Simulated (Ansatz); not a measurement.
# F3HHfSe: the cost of one run

Computed with Ansatz 0.2.0, Gaussian basis. Level: RKS PBE0-D4/def2-TZVP.

The runs, in order: relaxation at PBE0-D4/def2-TZVP; harmonic vibrations at the same level; a single point in def2-TZVPP for the fields.

## Step 1: The system as given

SMILES `[F][Hf]([F])([F])[SeH]`, 6 atoms, charge 0, spin multiplicity 1.

Atoms are counted from 1 here; the program's logs count them from 0.

Bond lengths: F1–Hf2 1.832 Å, Hf2–F3 1.833 Å, Hf2–F4 1.836 Å, Hf2–Se5 2.423 Å, Se5–H6 1.442 Å. Angles: F1–Hf2–F3 106.5°, F1–Hf2–F4 109.3°, F1–Hf2–Se5 110.8°, F3–Hf2–F4 114.0°, F3–Hf2–Se5 112.2°, F4–Hf2–Se5 104.1°, Hf2–Se5–H6 100.0°.

The start is a GFN2-xTB geometry. Hf takes the def2 core potential; no spin-orbit term is included.

## Step 2: Relaxation at PBE0-D4/def2-TZVP

Contents of in.yaml:

```yaml
crystal:
  periodic: [false, false, false]
  atoms:
    - {symbol: F, position_ang: [-0.564950, -1.519690, 1.401530]}
    - {symbol: Hf, position_ang: [0.298390, -0.505980, 0.143720]}
    - {symbol: F, position_ang: [2.093100, -0.775940, 0.399220]}
    - {symbol: F, position_ang: [-0.296210, -0.978650, -1.527860]}
    - {symbol: Se, position_ang: [-0.314820, 1.828620, 0.351370]}
    - {symbol: H, position_ang: [-1.215500, 1.951650, -0.767980]}
basis:
  gaussian: {orbitals: def2-TZVP}
hamiltonian: {xc: pbe0, dispersion: d4}
relax: {f_tol: 0.005, max_steps: 150}
```

Started as:

```console
$ ansatz run in.yaml --threads 4 --pin off --events-out ev --progress --plain --max-ram 10444MiB
```

Q: Estimate wall time and peak memory on 4 threads of Arm Neoverse V2, shared host.

About 70 s, with a peak of 0.52 GiB.
